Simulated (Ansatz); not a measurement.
# Ga: the cost of one run

Method: DFT LDA, scalar-relativistic, in Ansatz 0.2.0.

## (1) The structure to begin with

Symmetry: I4/mmm, No. 139, tetragonal system. The conventional cell has a = 2.808 Å, b = 2.808 Å, c = 4.458 Å, α = 90.00°, β = 90.00°, γ = 90.00°. Ga (site symmetry 4/mmm) is surrounded by 12 Ga at 2.81 to 2.99 Å.

Coordinates:

```
CELL_PARAMETERS angstrom
-1.40400 1.40400 2.22900
1.40400 -1.40400 2.22900
1.40400 1.40400 -2.22900
ATOMIC_POSITIONS crystal
Ga 0.00000 0.00000 0.00000
```

## (2) After the deformation

Space group I4/mmm before, I4/mmm after.

## (3) All-electron LAPW

The input, input.yaml:

```yaml
crystal:
  lattice:
    - [-1.36188, 1.36188, 2.229]
    - [1.36188, -1.36188, 2.229]
    - [1.36188, 1.36188, -2.229]
  atoms:
    - { symbol: Ga, position: [0.0, 0.0, 0.0] }
kpoints:
  mp_grid: { grid: [14, 14, 16] }
  band_path:
    path:
      - [0.0, 0.0, 0.0]
      - [0.0, 0.0, 0.5]
      - [0.25, 0.25, 0.25]
      - [0.0, 0.5, 0.0]
      - [0.0, 0.0, 0.0]
      - [0.5, 0.5, -0.5]
      - [0.3433249049, 0.6566750951, -0.3433249049]
      - [-0.3433249049, 0.3433249049, 0.3433249049]
      - [0.0, 0.0, 0.0]
    npoints: 5
scf:
  occupations: { method: fermi_dirac, width: 0.05 }
hamiltonian:
  xc: lda
  pseudopotentials: { kind: all_electron, lapw: { basis_error: 0.00025 } }
output:
  forces: true
  stress: true
  eigenvalues: true
```

The run is started by

```
> ansatz run input.yaml --threads 1 --pin off --max-ram 3072MiB --backend cpu --events-out ev --progress --plain --runs-dir out
```

Q: Estimate wall time and peak memory on 1 thread of Arm Neoverse N1, shared host.

About 2 min, with a peak of 0.86 GiB.
